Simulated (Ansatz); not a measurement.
# Hf3N2: other elements on the same sites

One table from this session's results is given with a row withheld; the runs are named, their logs left out.

Method: DFT PBEsol, scalar-relativistic, plane waves, PAW, in Ansatz 0.2.0.

1 further run of the same task is left out (set aside as unsound or not needed).

### The starting structure

The structure is trigonal, space group R-3m (No. 166). Conventional cell: a = 3.193 Å, b = 3.193 Å, c = 23.125 Å, α = 90.00°, β = 90.00°, γ = 120.00°. Around Hf (site symmetry 3m) lie 3 N at 2.26 Å. Hf (site symmetry -3m) has 6 N at 2.25 Å as nearest neighbours. Around N (site symmetry 3m) lie 6 Hf at 2.25 to 2.26 Å.

Coordinates:

```
Hf N
1.0
     1.59667    0.92184    7.70819
    -1.59667    0.92184    7.70819
     0.00000   -1.84368    7.70819
Hf N
3 2
Direct
  0.77898 0.77898 0.77898
  0.22102 0.22102 0.22102
  0.00000 0.00000 0.00000
  0.61113 0.61113 0.61113
  0.38887 0.38887 0.38887
```

It goes back to an entry of the Materials Project, which need not be the stable form.

This cell was relaxed beforehand with the same method: volume 13.61 Å³/atom, gap on the mesh none (metal).

Set-up of the first run:

File input.yaml:

```yaml
crystal:
  lattice:
    - [1.6127824129, 0.9311403602, 7.7859511958]
    - [-1.6127824129, 0.9311403602, 7.7859511958]
    - [0.0, -1.8622807204, 7.7859511958]
  atoms:
    - { symbol: Hf, position: [0.778975136, 0.778975136, 0.778975136] }
    - { symbol: Hf, position: [0.221024864, 0.221024864, 0.221024864] }
    - { symbol: Hf, position: [0.0, 0.0, 0.0] }
    - { symbol: C, position: [0.6111305274, 0.6111305274, 0.6111305274] }
    - { symbol: C, position: [0.3888694726, 0.3888694726, 0.3888694726] }
basis:
  ecutwfc: 420
kpoints:
  mp_grid: { grid: [6, 6, 6] }
hamiltonian:
  xc: pbesol
scf:
  occupations: { method: gaussian, width: 0.1 }
output:
  forces: true
  stress: true
  eigenvalues: true
```

On the command line:

```console
ansatz run input.yaml --threads 1 --pin off --max-ram 2560MiB --backend cpu --events-out ev --progress --plain --runs-dir out
```

Steps of the session up to this table: A first look at the start (Hf3C2); Rough relaxation on the coarse mesh (Hf3C2); The relaxation (Hf3C2).

One table of the session follows, with a row left open; its other results are not shown here.

It belongs to the step «The crystals compared». Lengths are those of the vectors of the cell that was run:

```
          swap  volume (Å³/atom)  a (Å)  b (Å)  c (Å)  ΔH_f (eV/atom)
          none             13.61  7.926  7.926  7.926          -1.573
       Hf → Ru             10.22  8.129  8.129  8.129           0.508
        N → Sb                 ?      ?      ?      ?               ?
Hf → Zr, N → P             19.30  8.794  8.794  8.794          -1.184
         N → C             14.56  8.115  8.115  8.115          -0.831
```

Q: Estimate the row for N → Sb from the others.

**Answer.** volume (Å³/atom): 23.30; a (Å): 10.120; b (Å): 10.120; c (Å): 10.120; ΔH_f (eV/atom): -0.243. In the column «volume (Å³/atom)» it is the highest.

Lengths are those of the computed cell. Formation energies count from the elements' standard states in the same functional (gases as molecules), at zero temperature and without zero-point motion. Rows of earlier swaps come from the sessions before.

Caveats from the session: Warnings in the runs' records: eigensolver not converged.
